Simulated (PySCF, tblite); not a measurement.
# C₆H₁₀FGeN: geometry, infrared bands and NMR shifts

What infrared bands and NMR shifts should C₆H₁₀FGeN (`CCc1cc(F)[n]([GeH3])c1`) show?

The runs use tblite 0.8.0 and PySCF 2.14.0, with density-fitted response routines of our own; the level of theory stands in each step. All values are computed, except where a source is named. Atoms are numbered from 0 throughout.

## (1) Starting geometry

19 atoms, charge 0, multiplicity 1; geometry from: force field or distance geometry start.

Bonds of the start (Å): C0–C1 1.52, C1–C2 1.52, C2–C3 1.37, C3–C4 1.38, C4–F5 1.35, C4–N6 1.35, N6–Ge7 1.87, N6–C8 1.34, C8–C2 1.38, C0–H9 1.11, C0–H10 1.12, C0–H11 1.11, C1–H12 1.09, C1–H13 1.11, C3–H14 1.09, Ge7–H15 1.55, Ge7–H16 1.55, Ge7–H17 1.55, C8–H18 1.09.

## (2) Optimising the geometry with GFN2-xTB

What the job is given:

```
{"job": {"kind": "relax", "xc": "GFN2-xTB", "basis": "xTB"}, "charge": 0, "multiplicity": 1}
C     -2.687000     0.937000     0.448300
C     -2.056600     0.063700    -0.625400
C     -0.659700    -0.346900    -0.201300
C     -0.331800    -1.436600     0.555200
C      1.030400    -1.357300     0.767900
F      1.769700    -2.223500     1.488600
N      1.525800    -0.259500     0.147700
Ge     3.293500     0.351100     0.228100
C      0.497100     0.371900    -0.425600
H     -2.101400     1.863000     0.602700
H     -3.721300     1.224700     0.124000
H     -2.771500     0.386900     1.413700
H     -2.012900     0.616000    -1.567100
H     -2.669700    -0.849600    -0.772100
H     -1.001800    -2.193200     0.954400
H      3.471000     1.229500     1.496700
H      4.251600    -0.862800     0.295100
H      3.594600     1.177000    -1.044200
H      0.570300     1.317800    -0.952800
```

Started as:

```sh
> OMP_NUM_THREADS=1 python probes_run.py task.json out
```

The driver reads the jobs from task.json and runs them one after another.

**Question.** This job is followed by: GFN2-xTB harmonic vibrations, gas phase; GIAO PBE0/pcSseg-1 NMR shielding, non-relativistic, gas phase. Predict these results of the whole session: strongest single infrared mode (GFN2-xTB); zero-point energy (GFN2-xTB); ¹³C shifts against TMS (PBE0/pcSseg-1); ¹H shifts against TMS (PBE0/pcSseg-1, means over atoms taken as alike); ¹⁹F shifts against CFCl3 (PBE0/pcSseg-1); ¹⁵N shifts against NH3 (PBE0/pcSseg-1); ⁷³Ge shifts against GeMe4 (PBE0/pcSseg-1).

**Answer**, as computed:

| quantity | value |
| --- | --- |
| strongest single infrared mode (GFN2-xTB) | 2086 cm⁻¹, 404 km/mol |
| zero-point energy (GFN2-xTB) | 87.9 kcal/mol |
| ¹³C shifts against TMS (PBE0/pcSseg-1) | 160.4, 133.3, 112.8, 91.1, 26.4, 22.2 ppm |
| ¹H shifts against TMS (PBE0/pcSseg-1, means over atoms taken as alike) | 5.89, 5.68, 4.81, 2.50, 1.19 ppm |
| ¹⁹F shifts against CFCl3 (PBE0/pcSseg-1) | -141.1 ppm |
| ¹⁵N shifts against NH3 (PBE0/pcSseg-1) | 151.4 ppm |
| ⁷³Ge shifts against GeMe4 (PBE0/pcSseg-1) | -166 ppm |

The optimisation took 90 steps and gained 0.357 eV; among the close pairs (by a distance rule), Ge7–H15 changed most, from 1.553 to 1.492 Å. All 51 modes are real, so the xTB geometry is a minimum. The strongest single mode, at 2086 cm⁻¹, moves mainly H15 and H16. GFN2-xTB is a fitted tight-binding method: band positions and strengths are rough. Its intensities can rank the bands wrongly. At PBE0/pcSseg-1: Shielding is most anisotropic at Ge7 (span 193 ppm, paramagnetic term -1258 ppm). NICS(1)zz of -24 ppm above the planar ring from C2 marks a diatropic (aromatic) ring current. Spin-orbit coupling is left out, which matters for shieldings and couplings at and beside the heavy atoms.
